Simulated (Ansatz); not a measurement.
The system is CuI2.

```
Cu I
1.0
     3.51126    3.51126    7.02251
     3.51126   -3.51126    0.00000
     3.51126    3.51126    0.00000
Cu I
2 4
Direct
  0.00000 0.00000 0.00000
  0.50000 0.50000 0.00000
  0.25000 0.00000 0.25000
  0.75000 0.50000 0.25000
  0.75000 0.00000 0.75000
  0.25000 0.50000 0.75000
```

The cell comes from a database or a generator and needn't be the stable form of this composition.

The cell isn't the ideal one: another cell of the same crystal, with 6 atoms.

Base run:

```yaml
Program: Ansatz 0.2.0
Functional: LDA
Potentials_or_basis: Ansatz PAW
Cutoff: 420 eV
Density_cutoff: 1680 eV
k_mesh: 5 × 5 × 5
Occupations: gaussian, width 0.05 eV
Spin: collinear spin, antiferromagnetic start
Starting_moments: "[0.6, -0.6, 0.0, 0.0, 0.0, 0.0] μB"
```

Its results: band gap on the k mesh none (metal or under the smearing width); pressure -2.0 GPa; net moment 0.00 μB per cell.

Question: The run is repeated on the same cell with these changes: functional from LDA to r2SCAN; cutoff from 420 eV to 500 eV; density cutoff from 1680 eV to 2000 eV; hubbard terms from none to Cu d U = 7 eV; hubbard projectors from none to ortho-atomic (the default). What comes out?

Answer: Band gap on the k mesh none (metal or under the smearing width); pressure 2.8 GPa; net moment 0.00 μB per cell.

Several settings changed at once, so the effect can't be laid on one alone.

Caveats: the PAW data sets come from PBE, with cores solved anew for the run's functional, which leaves a small shift of forces and pressure; semilocal functionals often make such compounds metallic where correlation or magnetic order opens a gap, which also shifts bond lengths (some runs); the magnetic or orbital state may not be the lowest (some runs).

Not every run made on this cell is shown here.
